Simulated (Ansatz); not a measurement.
# Sc5Te: the cost of one run

Computed with Ansatz 0.2.0 (DFT PBE, scalar-relativistic, plane waves, PAW, unless a step names another level, unless a step's input says otherwise).

2 further runs of the same task are left out: 1 that didn't finish, 1 set aside as unsound or not needed. Runs told in other sessions of the task aren't counted.

**1. The system as given**

It takes space group P4/mmm (No. 123, tetragonal). The conventional cell has a = 3.787 Å, b = 3.787 Å, c = 10.042 Å, α = 90.00°, β = 90.00°, γ = 90.00°. Around Sc (site symmetry 4mm) lie 9 Sc at 3.16 to 3.35 Å and 1 Te at 3.34 Å. Sc (site symmetry 4mm) has 4 Te at 3.11 Å and 6 Sc at 3.17 to 3.44 Å in its first shell of neighbours. Sc (site symmetry 4/mmm) has 10 Sc at 3.16 to 3.44 Å in its first shell of neighbours. Around Te (site symmetry 4/mmm) lie 10 Sc at 3.11 to 3.34 Å.

As a file:

```
CELL_PARAMETERS angstrom
3.78680 0.00000 0.00000
0.00000 3.78680 0.00000
0.00000 0.00000 10.04213
ATOMIC_POSITIONS crystal
Sc 0.50000 0.50000 0.33298
Sc 0.50000 0.50000 0.66702
Sc 0.00000 0.00000 0.15762
Sc 0.00000 0.00000 0.84238
Sc 0.00000 0.00000 0.50000
Te 0.50000 0.50000 0.00000
```

It is the end of an earlier relaxation with the same method, from a database cell with other species swapped in; it needn't be the stable form of this composition. At a tolerance of 0.05 Å it has space group P4/mmm (No. 123); it has 24.00 Å³/atom, an uncorrected energy of -0.34 eV/atom over the elements.

**2. Electronic structure at the relaxed geometry**

The input, input.yaml:

```yaml
crystal:
  lattice:
    - [3.786800736, 0.0, 0.0]
    - [0.0, 3.786800736, 0.0]
    - [0.0, 0.0, 10.042133452]
  atoms:
    - { symbol: Sc, position: [0.5, 0.5, 0.3329780522] }
    - { symbol: Sc, position: [0.5, 0.5, 0.6670219478] }
    - { symbol: Sc, position: [0.0, 0.0, 0.1576156147] }
    - { symbol: Sc, position: [0.0, 0.0, 0.8423843853] }
    - { symbol: Sc, position: [0.0, 0.0, 0.5] }
    - { symbol: Te, position: [0.5, 0.5, 0.0] }
basis:
  ecutwfc: 420
kpoints:
  mp_grid: { grid: [10, 10, 4] }
  band_path:
    path:
      - [[0.0, 0.0, 0.0], [0.0, 0.5, 0.0], [0.5, 0.5, 0.0], [0.0, 0.0, 0.0], [0.0, 0.0, 0.5], [0.0, 0.5, 0.5], [0.5, 0.5, 0.5], [0.0, 0.0, 0.5]]
      - [[0.0, 0.5, 0.0], [0.0, 0.5, 0.5]]
      - [[0.5, 0.5, 0.0], [0.5, 0.5, 0.5]]
    npoints: 14
hamiltonian:
  xc: pbe
scf:
  occupations: { method: gaussian, width: 0.1 }
  n_extra_bands: 15
output:
  forces: true
  stress: true
  eigenvalues: true
  populations: true
  dos: { projected: true, de: 0.02, nscf_kmesh: { grid: [12, 12, 5] } }
  bader: true
  write_density: true
  write_potential: true
  elf: true
  volumetric_format: npy
```

The run is started by

```console
> ansatz run input.yaml --threads 1 --pin off --max-ram 2560MiB --backend cpu --events-out ev --progress --plain --runs-dir out
```

Q: Estimate wall time and peak memory on 1 thread of Arm Neoverse V1, shared host.

About 2.2 min, with a peak of 0.79 GiB.
